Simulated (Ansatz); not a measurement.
# CH₂BNO: taking an electron away

One table from this session's results is given with a row withheld; the runs are named, their logs left out.

The runs use Ansatz 0.2.0, Gaussian basis; unrestricted cation, the program's frozen cores in correlated methods.

Levels to be run: UKS PBE-D4/def2-TZVPP; UKS r2SCAN-D4/def2-TZVPP; UKS PBE0-D4/def2-TZVPP; UKS B3LYP-D4/def2-TZVPP; UKS wB97X-V/def2-TZVPP; UKS wB97M-V/def2-TZVPP; UKS B2PLYP/def2-TZVPP; UHF-CCSD(T)/def2-TZVPP; UHF-MP2/def2-QZVPP; extrapolation to the limit; then −ε(HOMO) from the neutral's earlier runs with LDA (SPW92), PBE-D4, revPBE-D4, BLYP-D4, r2SCAN-D4, B97M-V, PBE0-D4, B3LYP-D4, r2SCANh-D4, r2SCAN0-D4, HSE06-D4, BHLYP-D4, CAM-B3LYP-D4, LC-ωPBE, ωB97X-V, ωB97M-V.

**Structure used throughout**

The geometry comes from an earlier relaxation with PBE0-D4 in a triple-zeta def2 set; it is a stationary point.

6 atoms, charge 0, spin multiplicity 1.

Atoms are counted from 1 here; the program's logs count them from 0.

Bond lengths: B1–N2 1.404 Å, B1–H5 1.195 Å, B1–H6 1.193 Å, N2–C3 1.196 Å, C3–O4 1.162 Å. Angles: N2–B1–H5 119.2°, N2–B1–H6 118.7°, H5–B1–H6 122.1°, B1–N2–C3 159.7°, N2–C3–O4 176.3°.

As a file:

```mol
CH2BNO
  3D, bonds by distance, orders not assigned

  6  5  0  0  0  0  0  0  0  0999 V2000
   -0.4700    0.9554   -0.1447 B   0  0
    0.2270   -0.1978    0.2501 N   0  0
    0.6689   -1.3089    0.2144 C   0  0
    1.1292   -2.3754    0.2456 O   0  0
   -1.0486    0.9586   -1.1907 H   0  0
   -0.4645    1.9041    0.5792 H   0  0
  1  2  8  0
  2  3  8  0
  3  4  8  0
  1  5  8  0
  1  6  8  0
M  END
```

The first run:

File in.yaml:

```yaml
crystal:
  periodic: [false, false, false]
  atoms:
    - {symbol: B, position_ang: [-0.469978, 0.955421, -0.144734]}
    - {symbol: N, position_ang: [0.227042, -0.197821, 0.250114]}
    - {symbol: C, position_ang: [0.668888, -1.308903, 0.214354]}
    - {symbol: O, position_ang: [1.129162, -2.375373, 0.245559]}
    - {symbol: H, position_ang: [-1.048612, 0.958577, -1.190677]}
    - {symbol: H, position_ang: [-0.464503, 1.904099, 0.579183]}
basis:
  gaussian: {orbitals: def2-TZVPP}
total_charge: 1
magnetization: {spin_polarized: true, initial_magnetization: 1}
hamiltonian: {xc: pbe, dispersion: d4}
```

Steps of the session up to this table: Cation, UKS PBE-D4/def2-TZVPP; Cation, UKS r2SCAN-D4/def2-TZVPP; Cation, UKS PBE0-D4/def2-TZVPP; Cation, UKS B3LYP-D4/def2-TZVPP; Cation, UKS wB97X-V/def2-TZVPP; Cation, UKS wB97M-V/def2-TZVPP; Cation, UKS B2PLYP (frozen core)/def2-TZVPP; Cation, UHF-CCSD(T)/def2-TZVPP; Cation, UHF-MP2/def2-QZVPP.

One table of the session follows, with a row left open; its other results are not shown here.

It belongs to the step «Ionisation energies side by side». For comparison, −ε(HOMO) of the neutral from earlier runs:

| functional | −ε(HOMO) (eV) |
| --- | --- |
| LDA (SPW92) | ? |
| PBE-D4 | 7.03 |
| revPBE-D4 | 6.98 |
| BLYP-D4 | 6.94 |
| r2SCAN-D4 | 7.31 |
| B97M-V | 7.37 |
| PBE0-D4 | 8.39 |
| B3LYP-D4 | 8.18 |
| r2SCANh-D4 | 7.81 |
| r2SCAN0-D4 | 8.58 |
| HSE06-D4 | 7.99 |
| BHLYP-D4 | 9.68 |
| CAM-B3LYP-D4 | 9.77 |
| LC-ωPBE | 11.06 |
| ωB97X-V | 10.72 |
| ωB97M-V | 10.61 |

**Question.** Estimate the row for LDA (SPW92).

**Answer.** −ε(HOMO) (eV): 7.16. In the column «−ε(HOMO) (eV)» it lies between PBE-D4 (7.03) and r2SCAN-D4 (7.31).
